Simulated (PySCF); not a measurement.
**A diatomic session: PbI+**

An exercise on one series of results from a longer session: the logs are not shown, and one member is left open.

The runs use PySCF 2.14.0; Pb def2-SVP with ECP60, I def2-SVP with ECP28, scalar-relativistic core potentials.

The first run:

The job is set up so:

- atoms: Pb, I
- charge: 1
- basis: Pb def2-SVP with ECP60, I def2-SVP with ECP28
- Hamiltonian: scalar-relativistic core potentials
- basis functions: 52
- electrons treated: 46
- masses in u: 207.9766, 126.9045
- levels: PBE0, PBE, r²SCAN, TPSS, M06, BLYP, HF, MP2, SCS-MP2, CCSD, CCSD(T)
- grid: 80 radial by 434 angular points
- occupations: held fixed by the projection of orbital angular momentum
- dissociation limit: Pb+ + I, each in its ground configuration
- starting distance in angstrom: 2.805
- values of 2S to try: 0, 2

Steps of the session up to this table: Set-up; PBE0 along the bond; Other states along the same grid; PBE (GGA); r²SCAN (meta-GGA); TPSS (meta-GGA); M06; BLYP; RHF (mean field); MP2 and coupled cluster.

One of the session's tables, all rows but one given; the rest of the session is left out.

It belongs to the step «Constants by level of theory». 

```
      level  Re (Å)  ωe (cm⁻¹)  De (eV)
        RHF   2.711      204.4     1.77
    RHF-MP2   2.703      208.7     2.94
RHF-SCS-MP2   2.710      205.8     2.79
   RHF-CCSD   2.714      203.7     2.74
RHF-CCSD(T)   2.722      200.2     2.89
        PBE       ?          ?        ?
       BLYP   2.754      187.5     3.38
       TPSS   2.720      196.1     3.45
     r²SCAN   2.706      202.3     3.34
       PBE0   2.697      204.9     3.24
        M06   2.717      201.6     3.46
```

**Question.** Estimate the row for PBE.

**Answer.** Re (Å): 2.724; ωe (cm⁻¹): 195.4; De (eV): 3.54. In the column «Re (Å)» it lies between RHF-CCSD(T) (2.722) and BLYP (2.754).
